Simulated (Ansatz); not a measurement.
**Molecular dynamics of Ta2O5**

Input:

```yaml
accuracy: low
crystal:
  lattice:
    - [-3.677, -3.897, 0.0]
    - [3.677, -3.897, 0.0]
    - [0.0, 0.0, 6.217]
  atoms:
    - { symbol: Ta, position: [0.30632349, 0.88474535, 0.46345301] }
    - { symbol: Ta, position: [0.56496003, 0.57350634, -0.00612081] }
    - { symbol: O, position: [0.67666341, 0.49107524, 0.33537269] }
    - { symbol: O, position: [0.44106015, 0.5810506, 0.71202825] }
    - { symbol: O, position: [0.02112784, 0.6667211, 0.55114661] }
    - { symbol: O, position: [0.26769811, 0.79741513, 0.12680846] }
    - { symbol: O, position: [0.30139808, 0.30172466, 0.00293555] }
    - { symbol: Ta, position: [0.84160381, 0.31436167, 0.53670833] }
    - { symbol: Ta, position: [0.0367364, 0.06121237, 0.01764184] }
    - { symbol: O, position: [0.07590789, 0.11805923, 0.34930066] }
    - { symbol: O, position: [0.18259281, 0.00223686, 0.74824012] }
    - { symbol: O, position: [0.59322359, 0.09325813, 0.49058339] }
    - { symbol: O, position: [0.85403181, 0.37522187, -0.10721183] }
    - { symbol: O, position: [0.6848789, 0.86222048, -0.02113926] }
basis:
  ecutwfc: 420.0
kpoints:
  mp_grid: { grid: [2, 2, 2] }
hamiltonian:
  xc: pbesol
  pseudopotentials: { kind: paw, azcp: { folder: soft_1 } }
scf:
  occupations: { method: fermi_dirac, width: 0.24 }
  lower_state_search: "off"
md:
  timestep: 1
  n_steps: 400
  ensemble: nvt_langevin
  temperature: 2240.0
  initial_velocities: maxwell_boltzmann
  seed: 396543
  friction: 0.02
  temperature_schedule:
    - { n_steps: 300, end_temperature: 300.0 }
    - { n_steps: 100, end_temperature: 300.0 }
```

Run as:

```bash
$ ansatz run input.yaml --threads 1 --pin off --max-ram 3072MiB --backend cpu --events-out ev --progress --plain --runs-dir out
```

It goes on from the last frame of an earlier run, with new velocities.

Output, in part (step lines):

```
md step     0: t =     0.00 fs  T =  2080.0 K (target 2240.0 K)  F+E_penalty+E_count = -44846.10603252 eV  E_kin = 3.764051 eV  (10 SCF iters)
md step     1: t =     1.00 fs  T =  2398.1 K (target 2236.8 K)  F+E_penalty+E_count = -44846.29167278 eV  E_kin = 4.339735 eV  (10 SCF iters)
md step     2: t =     2.00 fs  T =  2792.5 K (target 2230.3 K)  F+E_penalty+E_count = -44846.52747772 eV  E_kin = 5.053447 eV  (11 SCF iters)
md step     3: t =     3.00 fs  T =  2749.6 K (target 2223.8 K)  F+E_penalty+E_count = -44846.77272796 eV  E_kin = 4.975793 eV  (11 SCF iters)
md step     4: t =     4.00 fs  T =  2914.4 K (target 2217.4 K)  F+E_penalty+E_count = -44847.02019668 eV  E_kin = 5.274057 eV  (10 SCF iters)
md step     5: t =     5.00 fs  T =  3099.5 K (target 2210.9 K)  F+E_penalty+E_count = -44847.26990903 eV  E_kin = 5.609034 eV  (7 SCF iters)
md step     6: t =     6.00 fs  T =  3197.2 K (target 2204.4 K)  F+E_penalty+E_count = -44847.50600628 eV  E_kin = 5.785701 eV  (7 SCF iters)
md step     7: t =     7.00 fs  T =  3315.5 K (target 2198.0 K)  F+E_penalty+E_count = -44847.70626828 eV  E_kin = 5.999833 eV  (7 SCF iters)
[... lines left out ...]
md step   399: t =   399.00 fs  T =   376.6 K (target 300.0 K)  F+E_penalty+E_count = -44851.35455885 eV  E_kin = 0.681520 eV  (5 SCF iters)
md step   400: t =   400.00 fs  T =   375.5 K (target 300.0 K)  F+E_penalty+E_count = -44851.34886009 eV  E_kin = 0.679519 eV  (8 SCF iters)
```

The steps, from the saved trajectory:

| time (fs) | T (K) | potential energy less start (eV) |
| --- | --- | --- |
| 0.0 | 2080 | 0.000 |
| 13.0 | 3500 | -1.936 |
| 26.0 | 2029 | -1.485 |
| 39.0 | 1828 | -1.654 |
| 52.0 | 2658 | -2.581 |
| 65.0 | 2123 | -2.771 |
| 78.0 | 2495 | -3.088 |
| 91.0 | 1292 | -2.157 |
| 104.0 | 1791 | -3.141 |
| 117.0 | 1667 | -2.995 |
| 130.0 | 1504 | -3.104 |
| 143.0 | 1840 | -3.738 |
| 156.0 | 1888 | -3.712 |
| 169.0 | 1543 | -3.827 |
| 182.0 | 1218 | -2.808 |
| 195.0 | 1017 | -3.020 |
| 208.0 | 1430 | -4.214 |
| 221.0 | 1058 | -4.311 |
| 234.0 | 863 | -4.371 |
| 247.0 | 874 | -4.529 |
| 260.0 | 856 | -4.500 |
| 273.0 | 755 | -4.419 |
| 286.0 | 574 | -4.233 |
| 299.0 | 861 | -4.876 |
| 312.0 | 597 | -4.791 |
| 325.0 | 412 | -4.644 |
| 338.0 | 520 | -4.799 |
| 351.0 | 462 | -4.747 |
| 364.0 | 600 | -4.971 |
| 377.0 | 618 | -5.230 |
| 390.0 | 442 | -5.191 |

All steps were run. The schedule's set-point averaged 462 K over the second half and the system 729 K, so it lags behind the ramp. A run of 0.4 ps of so small a system gives no equilibrium averages. Limits of this set-up: coarse k mesh, PAW files made for another functional, low accuracy level.

Mean squared displacements from the first frame to the last, about the centre of mass: Ta 0.08 Å², O 0.31 Å².

Last frame:

```xyz
14
Lattice="-3.6770 -3.8970 0.0000 3.6770 -3.8970 0.0000 0.0000 0.0000 6.2170" Properties=species:S:1:pos:R:3
Ta 1.867 -4.751 3.001
Ta 0.210 -4.794 0.101
O -0.108 -4.828 2.081
O 0.703 -4.722 4.466
O 2.026 -2.846 3.033
O 1.981 -4.713 0.886
O -0.087 -2.795 -0.113
Ta -1.796 -4.742 3.336
Ta 0.265 -0.936 -0.071
O 0.875 -1.035 1.691
O -0.074 -0.844 3.986
O -1.855 -2.874 2.957
O -1.676 -4.864 -0.810
O 0.015 -6.724 -0.021
```

The run took 11 min on 1 thread of AMD EPYC 9R45 96-Core Processor (Zen 5) (shared host), peak memory 0.62 GiB.
